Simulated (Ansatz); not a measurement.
# Pt3PbC under changes of volume

One of the cells (16.440 Å³/atom); the others are scaled copies at fixed shape and fractional positions:

```
CELL_PARAMETERS angstrom
4.34804 0.00000 0.00000
0.00000 4.34804 0.00000
0.00000 0.00000 4.34804
ATOMIC_POSITIONS crystal
Pb 0.00000 0.00000 0.00000
Pt 0.50000 0.00000 0.50000
Pt 0.50000 0.50000 0.00000
Pt 0.00000 0.50000 0.50000
C 0.50000 0.50000 0.50000
```

The cell comes from a database or a generator and needn't be the stable form of this composition.

- Program: Ansatz 0.2.0
- Functional: PBE
- Potentials or basis: Ansatz PAW
- Cutoff: 420 eV (not typed: the program's choice for these potentials)
- k mesh: 6 × 6 × 6
- Occupations: fermi-dirac, width 0.05 eV
- Spin: no spin polarisation

| volume (Å³/atom) | energy over the lowest point (meV/atom) | pressure (GPa) |
| --- | --- | --- |
| 15.454 | 30.44 | 11.1 |
| 15.783 | 12.14 | 6.7 |
| 16.112 | 2.29 | 2.8 |
| 16.440 | 0.00 | -0.6 |
| 16.769 | ? | ? |
| 17.098 | 14.77 | -6.4 |
| 17.427 | 30.33 | -8.8 |

**Question.** What does the run at 16.769 Å³/atom give?

**Answer.** Energy over the lowest point 4.43 meV/atom; pressure -3.7 GPa.

Worked out: A Birch-Murnaghan fit of order 3 (a polynomial in V^(-2/3)) to the other rows has its minimum at 16.38 Å³/atom with B0 = V·E''(V) = 166 GPa and B' = 5.0. It gives 4.42 meV/atom at 16.769 Å³/atom, against the run's 4.43, and -dE/dV = -3.6 GPa, against -3.7.

Energies are extrapolated to zero smearing.
